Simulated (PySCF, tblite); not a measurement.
# C₄H₅ClGe+ (doublet): geometry, infrared bands and EPR parameters

What infrared bands and EPR parameters should C₄H₅ClGe+ (doublet) (`[Cl][Ge@H]1[CH]=C[CH][CH+]1`) show?

Programs: tblite 0.8.0 and PySCF 2.14.0, with density-fitted response routines of our own. Each step states its level of theory. These are calculated values for one molecule in the gas phase, unless marked as measured. Atoms count from 0, in the outputs and in this text.

### 1 The molecule as given

11 atoms, charge 1, multiplicity 2; geometry from: force field or distance geometry start.

Bonds of the start (Å): Cl0–Ge1 2.17, Ge1–C2 1.88, C2–C3 1.35, C3–C4 1.51, C4–C5 1.49, C5–Ge1 1.90, Ge1–H6 1.56, C2–H7 1.09, C3–H8 1.07, C4–H9 1.11, C5–H10 1.09.

### 2 Geometry optimisation with GFN2-xTB

Job settings and geometry (Å):

```
{"job": {"kind": "relax", "xc": "GFN2-xTB", "basis": "xTB"}, "charge": 1, "multiplicity": 2}
Cl     2.980800     0.091600    -0.963100
Ge     1.307100    -0.220300     0.379800
C      0.090500     1.215200     0.346000
C     -1.100800     0.899800    -0.195800
C     -1.304500    -0.528300    -0.655900
C     -0.044100    -1.289800    -0.415500
H      1.702700    -0.679700     1.814000
H      0.315700     2.220300     0.709200
H     -1.888300     1.624000    -0.274200
H     -2.141100    -0.994900    -0.094300
H      0.087500    -2.335300    -0.676200
```

On the command line:

```console
$ OMP_NUM_THREADS=1 python probes_run.py task.json out
```

The driver reads the jobs from task.json and runs them one after another.

**Question.** This job is followed by: GFN2-xTB harmonic vibrations, gas phase; UKS B3LYP, def2-TZVP-core on Ge, pcH-1 on C Cl H, non-relativistic, mean-field spin-orbit, GIAO. Predict these results of the whole session: strongest single infrared mode (GFN2-xTB); zero-point energy (GFN2-xTB); g(iso) (B3LYP); ⟨S²⟩; largest a(iso) (averaged by class).

As calculated:

| quantity | value |
| --- | --- |
| strongest single infrared mode (GFN2-xTB) | 687 cm⁻¹, 140 km/mol |
| zero-point energy (GFN2-xTB) | 42.4 kcal/mol |
| g(iso) (B3LYP) | 2.00593 |
| ⟨S²⟩ | 0.764 (exact 0.75) |
| largest a(iso) (averaged by class) | 13C on C2, C5, 40.9 MHz |

What this shows: Relaxing lowered the energy by 1.604 eV in 50 steps; the close pair that moved most is Ge1–C2, from 1.882 to 2.034 Å. All 27 modes are real, so the xTB geometry is a minimum. Unscaled tight-binding wavenumbers are off by several per cent, some by more. Its intensities can rank the bands wrongly. The largest spin populations lie on C2 (0.46 e), C5 (0.46 e). The isotropic g lies 3.6 ppt above the free-electron value. The hyperfine terms hold no scalar relativity, which the heavier nuclei need.
